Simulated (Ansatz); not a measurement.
What does this script print? It uses Ansatz 0.2.0, Python API.

Script `edit_cap2ru2.py`:
```python
import warnings

import ansatz as az
from ase import Atoms
import pandas as pd

warnings.simplefilter("ignore", az.DeckWarning)

atoms = Atoms(
    ["Ca", "P", "P", "Ru", "Ru"],
    scaled_positions=[
        [0.0, 0.0, 0.0],
        [0.635711, 0.635711, 0.0],
        [0.364289, 0.364289, 0.0],
        [0.75, 0.25, 0.5],
        [0.25, 0.75, 0.5],
    ],
    cell=[
        [-2.023298, 2.023298, 4.963671],
        [2.023298, -2.023298, 4.963671],
        [2.023298, 2.023298, -4.963671],
    ],
    pbc=True,
)
cap2ru2 = az.Crystal.from_ase(atoms)

calculation = (
    cap2ru2.calculation()
    .basis(35 * az.Ry)
    .occupations("Marzari-Vanderbilt", width=0.15)
    .kpoints(7)
    .pseudopotentials("paw")
    .functional("lda")
    .band_table()
)
typed = calculation.input()
rows = []
for value in [1, 2, 3]:
    edited = typed.set(az.key.basis.xc_grid, value)
    r = az.Session.from_dict(edited).plan().execute().report
    rows.append((value, r["free_energy_ev"], r["n_iterations"], len(r["eigenvalues_ev"][0]) if "eigenvalues_ev" in r else 0))
print(pd.DataFrame(rows, columns=["xc grid", "F eV", "iterations", "bands listed"]).round(4).to_string(index=False))
print(edited.to_yaml())
```

```console
$ python edit_cap2ru2.py
 xc grid     F eV  iterations  bands listed
       1 -14746.1           7            32
       2 -14746.1           7            32
       3 -14746.1           7            32
crystal:
  lattice:
    - [-2.023298, 2.023298, 4.963671]
    - [2.023298, -2.023298, 4.963671]
    - [2.023298, 2.023298, -4.963671]
  atoms:
    - { symbol: Ca, position: [0.0, 0.0, 0.0] }
    - { symbol: P, position: [0.635711, 0.635711, 0.0] }
    - { symbol: P, position: [0.3642889999999999, 0.364289, 0.0] }
    - { symbol: Ru, position: [0.7499999999999999, 0.25000000000000006, 0.49999999999999994] }
    - { symbol: Ru, position: [0.25, 0.75, 0.5] }
basis:
  ecutwfc: 476.19925930478996
  xc_grid: 3
kpoints:
  mp_grid:
    grid: [7, 7, 7]
hamiltonian:
  xc: lda
  pseudopotentials:
    kind: paw
scf:
  occupations:
    method: cold
    width: 0.15
output:
  eigenvalues: true
```

The mesh is modest for a metal, so energies can be off by several to tens of meV an atom and pressures by half a GPa or more; differences at equal mesh fare better. This cell is a computed structure, which may not be the phase found in nature. Wall time of the script: 17 s on 1 thread of Arm Neoverse V2 (shared host), peak memory 0.51 GiB.
